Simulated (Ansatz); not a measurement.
Predict the output of the script below (the Python package of Ansatz (0.2.0)).

`relaxed_scan_bgeh4.py`
```python
'''Relaxed scan of one distance in BGeH4(-).'''

import logging
import sys
import warnings

import ansatz
import numpy as np

logging.basicConfig(stream=sys.stdout, format='%(levelname)s %(message)s')
log = logging.getLogger('calc')
log.setLevel(logging.INFO)

warnings.simplefilter('ignore', ansatz.DeckWarning)

mol = (
    ansatz.Crystal.molecule()
    .atom('B', (-1.0129, 0.0012, 0.0396))
    .atom('Ge', (0.9628, 0.1019, 0.4381))
    .atom('H', (-1.7009, 0.9435, 0.2228))
    .atom('H', (-1.4802, -0.9994, -0.3792))
    .atom('H', (1.6244, -1.2604, 0.1081))
    .atom('H', (1.6068, 1.2133, -0.4294))
)

job = (
    mol.calculation()
    .basis(gaussian='def2-SVP')
    .functional('b3lyp')
    .charge(-1)
)
symbols = [site.symbol for site in mol.cartesian_sites]
pairs = [(0, 1), (0, 2), (0, 3), (1, 4), (1, 5)]
print('held (A)   E (eV)        ', '  '.join(f'{symbols[i]}{i}-{symbols[j]}{j}' for i, j in pairs))
for length in [1.09, 1.18, 1.28, 1.42, 1.59]:
    report = job.relax(constraints=[ansatz.DistanceConstraint((0, 3), at=length)], force_tolerance=0.02, max_steps=60).run(threads=1).report
    xyz = np.array(report['positions_ang'])
    print(f'{length:6.2f} {report["free_energy_ev"]:14.5f}  ', '  '.join(f'{np.linalg.norm(xyz[i] - xyz[j]):.3f}' for i, j in pairs))
```

Output of `python relaxed_scan_bgeh4.py`:
```text
held (A)   E (eV)         B0-Ge1  B0-H2  B0-H3  Ge1-H4  Ge1-H5
  1.09   -57252.81602   1.941  1.222  1.090  1.573  1.572
  1.18   -57253.02460   1.946  1.222  1.180  1.574  1.574
  1.28   -57253.01330   1.948  1.222  1.280  1.573  1.574
  1.42   -57252.75319   1.951  1.220  1.420  1.573  1.576
  1.59   -57252.26754   1.953  1.218  1.590  1.571  1.577
```

What to keep in mind:
- Total energies depend on the basis set; only differences at equal settings carry meaning.
- The energies are electronic: no zero-point or thermal terms, and the basis set is short of its limit.
- b3lyp holds the VWN-RPA fit, as in Gaussian; the form of ORCA and Turbomole is b3lyp5.
- Anions want diffuse functions, which this basis lacks.
- The script silences the warnings on its input, which a real study should read.
- Hardware and time: 89 s on 1 thread of Arm Neoverse V1, with other jobs on the host, peak memory 0.2 GiB.
